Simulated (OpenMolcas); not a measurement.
# W⁵⁺ with 4 ligands (hydroxide): CASSCF and CASPT2 levels and susceptibility

Which state of W⁵⁺ lies lowest among these ligands, how large is the field, and what χT follows?

Method: state-averaged CASSCF and CASPT2, spin-orbit coupling by RASSI with atomic mean-field integrals. Code: OpenMolcas 26.06.

## Step 1: The atom as given

```
Species                           : W⁵⁺ (tungsten, Z = 74, 69 electrons)
Basis                             : ANO-RCC-VTZP [8s7p5d3f2g1h], 180 functions with the ligands
Scalar Hamiltonian                : DKH2, point nucleus
Inactive shells                   : 1s 2s 2p 3s 3p 3d 4s 4p 4d 4f 5s 5p of the metal, and all ligand shells
Active space                      : 1 electron in 5 orbitals (5d)
Some configurations of this space : 5d
Orbitals                          : optimised for each spin and parity, averaged over all roots
```

The outer shells:

5d
```
5d [↑ ][  ][  ][  ][  ]
```

W⁵⁺ is taken with 4 ligands (hydroxide) in tetrahedron coordination (S4) at 1.8 Å. Ligand basis ANO-RCC-VDZP. The distances are assumed, not relaxed.

```xyz
9

W     0.0000    0.0000    0.0000
O     1.0392    1.0392    1.0392
H     0.6543    1.8975    1.2759
O     1.0392   -1.0392   -1.0392
H     1.8975   -0.6543   -1.2759
O    -1.0392    1.0392   -1.0392
H    -1.8975    0.6543   -1.2759
O    -1.0392   -1.0392    1.0392
H    -0.6543   -1.8975    1.2759
```

The work runs as a chain of OpenMolcas steps in one folder; each step below is one input file. The outputs are cut to the sections that carry results. Labels, J, g values, rates, χT and fits are worked out afterwards by a script from the matrices that RASSI stores.

## Step 2: One- and two-electron integrals

a.inp reads:

```
&GATEWAY
Coord
9

W 0.0 0.0 0.0
O 1.039230 1.039230 1.039230
H 0.654278 1.897539 1.275909
O 1.039230 -1.039230 -1.039230
H 1.897539 -0.654278 -1.275909
O -1.039230 1.039230 -1.039230
H -1.897539 0.654278 -1.275909
O -1.039230 -1.039230 1.039230
H -0.654278 -1.897539 1.275909
Basis=W.ANO-RCC-VTZP,H.ANO-RCC-VDZP,O.ANO-RCC-VDZP
Group=NoSym
NoMove
AngMom=0.0 0.0 0.0
AMFI
RICD
&SEWARD
```

Started as:

```sh
$ OMP_NUM_THREADS=1 MOLCAS_MEM=2457 MOLCAS_PROJECT=a pymolcas a.inp > a.log
```

## Step 3: CASSCF: doublets, 5 roots

a.inp reads:

```
&RASSCF
FileOrb=start.orb
Symmetry=1
Spin=2
nActEl=1 0 0
Inactive=54
Ras2=5
CIRoot=5 5 1
SDav=5
CIMx=300
Iter=150 100
PrWF=0.3
OrbListing=Nothing
MaxOrb=0
LevShft=1.0
>>> COPY $Project.JobIph JOB001
```

start.orb holds start orbitals that the driver prepared beforehand, or those of the step before.

## Step 4: RASSI: spin-orbit coupling between the states

a.inp reads:

```
&RASSI
NrOfJobIphs=1 5
1 2 3 4 5
IphNames
JOB001
EJob
SpinOrbit
DIPRint=1.0
SOCoupling=1000.0
Subsets=2
Property=9
'ANGMOM' 1 'ANGMOM' 2 'ANGMOM' 3 'MLTPL  1' 1 'MLTPL  1' 2 'MLTPL  1' 3
'AMFI' 1 'AMFI' 2 'AMFI' 3
SOProperty=3
'ANGMOM' 1 'ANGMOM' 2 'ANGMOM' 3
```

## Step 5: CASPT2: IPEA 0.25, imaginary shift 0.1 (31 orbitals frozen, the lowest in energy)

a.inp reads:

```
>>> COPY JOB001 $Project.JobIph
&CASPT2
Multistate=5 1 2 3 4 5
NoMult
Frozen=31
IPEA=0.25
Imaginary=0.1
MaxIter=60
WThr=0.0 0.3 0.05
PrWF=0.5
NoMix
```

(Steps that only read results are left out.)

What does the calculation give? Wanted: spin-free ground state; first state of the same spin within the active space; lowest level; next level.

The runs gave:

| quantity | value |
| --- | --- |
| method | SS-CASPT2, IPEA 0.25, imaginary shift 0.1 (31 orbitals frozen, the lowest in energy) |
| spin-free ground state | doublet, 1-fold in its orbital part |
| first state of the same spin within the active space | doublet at 12400 cm⁻¹ |
| lowest level | 2-fold, g = 1.61, 1.86, 1.86 |
| next level | 12036.9 cm⁻¹ |
| χT at 300 K | 0.30 cm³ K/mol |
| effective moment at 300 K | 1.55 μB |

Cost by method:

```
                                                                                 method  time of its own steps  time with the reference
                                                                              A. CASSCF                   66 s                     66 s
B. SS-CASPT2, IPEA 0.25, imaginary shift 0.1 (31 orbitals frozen, the lowest in energy)                   94 s                  2.7 min
```

Times are of one thread on a shared host.

What this shows: The spin-free ground state (doublet) is 1-fold and keeps the highest spin of the shell. χT at 300 K is 0.30, against 0.38 cm³ K/mol for the spin alone, so orbital moment lowers it. The frozen orbitals are chosen by energy, so an outer shell of the metal can be frozen while a deeper shell elsewhere is correlated. The bonds are covalent and no ligand orbital is active, so the numbers are rough.
